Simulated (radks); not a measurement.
**Cu⁴⁺ in [Ar] 3d7: an all-electron calculation**

Wanted: eigenvalues, radial structure and energy terms of the copper ion Cu4+.

Method: Dirac Kohn-Sham, Wu-Cohen GGA, spin-unpolarised, spherical densities, finite nucleus; open shells fill j = l - 1/2 first. Code: radks (a radial shooting solver on a logarithmic mesh, Libxc functionals) version 1.

## (1) The system

```
element            : copper (Z = 29)
charge             : +4
electrons          : 25
configuration      : [Ar] 3d7
nuclear rms radius : 3.8823 fm
```

## (2) The calculation

The run's settings:

```text
Z 29
configuration [Ar] 3d7 4s0 4p0
relativity Dirac
functional wc,pbe
spin unpolarised
j_filling energy
nucleus finite rms 3.8823 fm
c 137.035999084
```

Started as:

```sh
python run_ks.py task.json out
```

All runs below come from this command, one after another.

Q: Predict the outcome of this run.

**Answer**, as computed:

| quantity | value |
| --- | --- |
| total energy | -1649.75252 hartree |
| exchange-correlation share of it | 3.94 % |
| −T/E | 1.0175 |
| highest occupied level | 3d5/2, -70.770 eV |
| most extended occupied level | 3d5/2, <r> = 0.806 bohr |
| radius at density 0.001 e/bohr³ | 2.43 bohr |
| maxima of the radial density | 3 |
| ionisation energy, NIST | 80 (semi-emp.) eV |

The radial density shows 3 maxima for 3 occupied principal shells. −T/E is 1.017: with relativity the kinetic term as defined here no longer equals −E. Minus the highest eigenvalue, 70.770 eV, is 89 % of the tabulated ionisation energy (80 eV); the potential of a semilocal functional falls off too fast, so its top eigenvalue is too shallow. Spin polarisation and multiplet splitting are left out.
